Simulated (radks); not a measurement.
**Excited configurations of Xe⁺**

The task here is to estimate one member of a computed series from the others.

The numbers are computed with radks (a radial shooting solver on a logarithmic mesh, Libxc functionals) version 1 (scalar-relativistic Kohn-Sham, r2SCAN, spin-polarised, spherical densities, finite nucleus; open shells are filled with parallel spins first), except any that are marked as measured or tabulated.

### The atom as given

* element: xenon (Z = 54)
* charge: +1
* electrons: 53
* configuration: [Kr] 4d10 5s2 5p5
* nuclear rms radius: 4.7859 fm

The outer shells:

Xe⁺
```
[Kr] core
4d [↑↓][↑↓][↑↓][↑↓][↑↓]
5s [↑↓]
5p [↑↓][↑↓][↑ ]
```

Set-up of the first run:

Settings of this run:

```text
Z 54
configuration [Kr] 4d10 5s2 5p5
relativity scalar-relativistic
functional r2scan,r2scan
spin polarised
nucleus finite rms 4.7859 fm
c 137.035999084
```

Steps of the session up to this table: Ground configuration: [Kr] 4d10 5s2 5p5.

One table of the session follows, with a row left open; its other results are not shown here.

It belongs to the step «Ground configuration: [Kr] 4d10 5s2 5p5». Radial moments (bohr):

```
  level     <r>  outermost maximum (interpolated)  90 % within  nodes
  4p up  0.7652                             0.693         1.12      2
4p down  0.7651                             0.694         1.12      2
  4d up  0.8769                             0.748         1.33      1
4d down  0.8753                             0.748         1.33      1
  5s up   1.838                              1.62         2.67      4
5s down   1.840                              1.62         2.67      4
  5p up       ?                                 ?            ?      ?
5p down   2.190                              1.87         3.23      3
```

Estimate the missing values for 5p up.

**Answer.** <r>: 2.176; outermost maximum (interpolated): 1.87; 90 % within: 3.20; nodes: 3. In the column «<r>» it lies between 5s down (1.840) and 5p down (2.190).

Caveats from the session: Open shells are spherical and high-spin; term and fine-structure splittings are not resolved.
